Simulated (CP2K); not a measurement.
Runs of CP2K 2026.2 on MnS. The structure is cubic, space group Fm-3m (No. 225). Conventional cell: a = 5.209 Å, b = 5.209 Å, c = 5.209 Å, α = 90.00°, β = 90.00°, γ = 90.00°. Mn (site symmetry m-3m) has 6 S at 2.60 Å as nearest neighbours. S (site symmetry m-3m) is surrounded by 6 Mn at 2.60 Å. 

```tsv
task	level	potentials or basis	smearing	EPS_DEFAULT	MIXING METHOD	MIXING ALPHA	NBUFFER	NGRIDS	gap on the mesh (eV)	pressure (GPa)	moment (μB)
band structure	r2SCAN	POTENTIAL_UZH Mn GTH-SCAN-q15, S GTH-SCAN-q6; TZVP-MOLOPT-SR-GTH, TZVP-MOLOPT-SCAN-GTH basis	fermi-dirac 0.0259 eV	1.0E-10	PULAY_MIXING	0.4	6	4	0.31	1.1	5.00
single point	PBE	POTENTIAL_UZH Mn GTH-PBE-q15, S GTH-PBE-q6; TZVP-MOLOPT-PBE-GTH basis	fermi-dirac 0.05 eV	1.0E-10	BROYDEN_MIXING	0.2	10	5	none	-0.8	4.80
band structure	LDA	GTH_POTENTIALS Mn GTH-PADE-q15, S GTH-PADE-q6; TZVP-MOLOPT-PBE-GTH basis	fermi-dirac 0.05 eV	1.0E-10	BROYDEN_MIXING	0.2	10	4	none	-9.7	4.73
band structure	r2SCAN	POTENTIAL_UZH Mn GTH-SCAN-q15, S GTH-SCAN-q6; TZVP-MOLOPT-SCAN-GTH basis	fermi-dirac 0.1 eV	1.0E-9	BROYDEN_MIXING	0.2	10	4	0.31	(b)	4.99
band structure	r2SCAN	POTENTIAL_UZH Mn GTH-SCAN-q15, S GTH-SCAN-q6; TZVP-MOLOPT-SR-GTH, TZVP-MOLOPT-SCAN-GTH basis	fermi-dirac 0.01 eV	1.0E-9	PULAY_MIXING	0.4	6	4	0.31	1.1	5.00
band structure	PBE	GTH_POTENTIALS Mn GTH-PBE-q15; POTENTIAL_UZH S GTH-PBE-q6; TZVP-MOLOPT-SR-GTH, TZVP-MOLOPT-PBE-GTH basis	fermi-dirac 0.0259 eV	1.0E-10	PULAY_MIXING	0.4	6	5	none	-1.5	4.81
band structure	PBEsol	GTH_POTENTIALS Mn GTH-PBE-q15; POTENTIAL_UZH S GTH-PBE-q6; DZVP-MOLOPT-SR-GTH, DZVP-MOLOPT-PBE-GTH basis	fermi-dirac 0.0259 eV	1.0E-9	PULAY_MIXING	0.4	6	4	none	-5.6	4.81
band structure	PBEsol	GTH_POTENTIALS Mn GTH-PBE-q15; POTENTIAL_UZH S GTH-PBE-q6; TZVP-MOLOPT-SR-GTH, TZVP-MOLOPT-PBE-GTH basis	fermi-dirac 0.01 eV	1.0E-9	PULAY_MIXING	0.4	6	4	none	-5.6	(a)
band structure	PBE	POTENTIAL_UZH Mn GTH-PBE-q15, S GTH-PBE-q6; TZVP-MOLOPT-PBE-GTH basis	fermi-dirac 0.0259 eV	1.0E-9	BROYDEN_MIXING	0.2	10	4	none	-0.8	4.80
single point	PBE	GTH_POTENTIALS Mn GTH-PBE-q15; POTENTIAL_UZH S GTH-PBE-q6; TZVP-MOLOPT-SR-GTH, TZVP-MOLOPT-PBE-GTH basis	fermi-dirac 0.05 eV	1.0E-10	PULAY_MIXING	0.4	6	5	none	-1.5	4.81
band structure	LDA	GTH_POTENTIALS Mn GTH-PADE-q15, S GTH-PADE-q6; TZVP-MOLOPT-SR-GTH, TZVP-MOLOPT-PBE-GTH basis	fermi-dirac 0.01 eV	1.0E-9	PULAY_MIXING	0.4	6	4	none	-10.2	4.72
band structure	LDA	GTH_POTENTIALS Mn GTH-PADE-q15, S GTH-PADE-q6; TZVP-MOLOPT-SR-GTH, TZVP-MOLOPT-PBE-GTH basis	fermi-dirac 0.05 eV	1.0E-9	PULAY_MIXING	0.4	6	5	none	-10.2	4.72
```

Alike in all rows: spin collinear, ferromagnetic start; cell as given; k mesh 9 × 9 × 9.

Problem. Estimate the missing entries.

Solution. (a) 4.79; (b) 1.9.

Caveats: the basis of atomic orbitals isn't converged, which shifts pressures, moduli and gaps; a cell with one magnetic atom can't hold antiferromagnetic order, which such compounds often take; semilocal functionals often make such compounds metallic where correlation or magnetic order opens a gap, which also shifts bond lengths (some runs); the mesh misses the band edges, which the band path finds closer together (some runs); the potentials were made for another functional, which shifts forces and pressure (some runs).

A gap of «none» marks a metal or a gap under the smearing width.

Not every run made on this cell is shown here.
